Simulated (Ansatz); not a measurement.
# La2O3: the cost of one run

Computed with Ansatz 0.2.0, driven from Python. Level of theory: DFT PBE+D4, plane waves, PAW.

**1. The system**

It takes space group P-3m1 (No. 164, trigonal). Conventional cell: a = 3.931 Å, b = 3.931 Å, c = 6.112 Å, α = 90.00°, β = 90.00°, γ = 120.00°. Around La (site symmetry 3m) lie 7 O at 2.36 to 2.72 Å. O (site symmetry 3m) is surrounded by 4 La at 2.36 to 2.44 Å. O (site symmetry -3m) is surrounded by 6 La at 2.72 Å.

No structure file is read: the coordinates are typed or built in the script.

**2. Script**

Contents of la2o3_eos.py:

```python
# -*- coding: utf-8 -*-
'''Energy against volume for La2O3, with a fit.'''

import ansatz as az
import numpy as np
from scipy.optimize import curve_fit

FILLING = 'Fixed'
CUTOFF = 420
FUNCTIONAL = 'PBE'
DISPERSION = 'D4'
MESH = (12, 12, 4)

VECTORS = np.array([
    [3.93078, 0.0, 0.0],
    [-1.96539, 3.40415, 0.0],
    [0.0, 0.0, 6.11195],
])
SITES = [
    ('La', [2 / 3, 1 / 3, 0.75376]),
    ('La', [1 / 3, 2 / 3, 0.24624]),
    ('O', [2 / 3, 1 / 3, 0.35411]),
    ('O', [1 / 3, 2 / 3, 0.64589]),
    ('O', [0.0, 0.0, 0.0]),
]


def crystal_on(cell):
    crystal = az.Crystal(lattice=az.Lattice.of(cell))
    for symbol, position in SITES:
        crystal = crystal.atom(symbol, position)
    return crystal

def vinet(v, e0, v0, b0, b1):
    eta = (v / v0) ** (1 / 3)
    return e0 + 2 * b0 * v0 / (b1 - 1) ** 2 * (2 - (5 + 3 * b1 * (eta - 1) - 3 * eta) * np.exp(-1.5 * (b1 - 1) * (eta - 1)))

# uniform scaling of the cell
volumes, energies = [], []
for scale in np.linspace(0.95, 1.07, 5):
    cell = VECTORS * scale ** (1 / 3)
    calc = (
        crystal_on(cell).calculation()
        .occupations(FILLING)
        .basis(CUTOFF)
        .functional(FUNCTIONAL, dispersion=DISPERSION)
        .pseudopotentials('paw')
        .kpoints(*MESH)
    )
    summary = calc.run(threads=1, backend='cpu').report
    volumes.append(abs(np.linalg.det(cell)) / len(SITES))
    energies.append(summary['free_energy_ev'] / len(SITES))
    print(f'V = {volumes[-1]:8.4f} A^3/atom  F = {energies[-1]:.5f} eV/atom')

guess = (min(energies), volumes[int(np.argmin(energies))], 0.5, 4.5)
(e0, v0, b0, b1), _ = curve_fit(vinet, np.array(volumes), np.array(energies), p0=guess, maxfev=20000)
print(f'Vinet fit: V0 = {v0:.4f} A^3/atom, B0 = {160.21766 * b0:.1f} GPa, B1 = {b1:.2f}')
print('largest residual', round(1000 * float(np.abs(vinet(np.array(volumes), e0, v0, b0, b1) - energies).max()), 3), 'meV/atom')
```

**3. The calls as engine input**

The engine receives this input (first run):

```yaml
crystal:
  lattice:
    - [3.8641437369983684, 0.0, 0.0]
    - [-1.9320718684991842, 3.346441393897139, 0.0]
    - [0.0, 0.0, 6.0083376106897814]
  atoms:
    - { symbol: La, position: [0.6666666666666666, 0.3333333333333333, 0.75376] }
    - { symbol: La, position: [0.3333333333333333, 0.6666666666666666, 0.24624] }
    - { symbol: O, position: [0.6666666666666666, 0.3333333333333333, 0.35411] }
    - { symbol: O, position: [0.3333333333333333, 0.6666666666666666, 0.64589] }
    - { symbol: O, position: [0.0, 0.0, 0.0] }
basis:
  ecutwfc: 420.0
kpoints:
  mp_grid:
    grid: [12, 12, 4]
hamiltonian:
  xc: pbe
  dispersion: d4
  pseudopotentials:
    kind: paw
scf:
  occupations:
    method: fixed
```

**4. The run**

The run is started by

```bash
python la2o3_eos.py
```

**Question.** How long does this script take on 1 thread of AMD EPYC 9R45 (Zen 5), shared host, and how much memory does it need?

About 12 s, with a peak of 0.54 GiB.
